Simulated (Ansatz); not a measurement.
# Ba: the cost of one run

Method: DFT r2SCAN, scalar-relativistic, plane waves, PAW, in Ansatz 0.2.0.

### Step 1. The starting structure

Symmetry: Cmcm, No. 63, orthorhombic system. The conventional cell has a = 7.184 Å, b = 5.034 Å, c = 7.190 Å, α = 90.00°, β = 90.00°, γ = 90.00°. Ba (site symmetry m2m) has 8 Ba at 4.37 to 4.41 Å as nearest neighbours.

As a file:

```cif
data_structure
_symmetry_space_group_name_H-M 'Cmcm'
_symmetry_Int_Tables_number 63
_cell_length_a 7.1835
_cell_length_b 5.0338
_cell_length_c 7.1900
_cell_angle_alpha 90.000
_cell_angle_beta 90.000
_cell_angle_gamma 90.000
_cell_volume 260.00
loop_
_atom_site_label
_atom_site_type_symbol
_atom_site_symmetry_multiplicity
_atom_site_Wyckoff_symbol
_atom_site_fract_x
_atom_site_fract_y
_atom_site_fract_z
_atom_site_occupancy
Ba1 Ba 4 c 0.50000 0.75323 0.25000 1
```

This is candidate A: structure listed in a database for this formula (Cmcm, No. 63).

(A quick probe on a coarse mesh, which set the mesh and smearing, is not shown.)

### Step 3. The relaxation (candidate A)

input.yaml

```yaml
crystal:
  lattice:
    - [3.59177373, -2.51690423, 0.0]
    - [3.59177373, 2.51690423, 0.0]
    - [0.0, 0.0, 7.19004518]
  atoms:
    - { symbol: Ba, position: [0.74677397, 0.25322603, 0.25] }
    - { symbol: Ba, position: [0.25322603, 0.74677397, 0.75] }
basis:
  ecutwfc: 500
kpoints:
  mp_grid: { grid: [10, 10, 6] }
hamiltonian:
  xc: r2scan
scf:
  occupations: { method: gaussian, width: 0.1 }
output:
  forces: true
  stress: true
  eigenvalues: true
relax:
  adjacent_minimum: "off"
  f_tol: 0.01
  max_steps: 80
  cell: { stress_tol: 0.05 }
```

**Question.** How long does this run take on 1 thread of an x86-64 CPU, shared host, and how much memory does it need?

About 2.4 min, with a peak of 0.91 GiB.
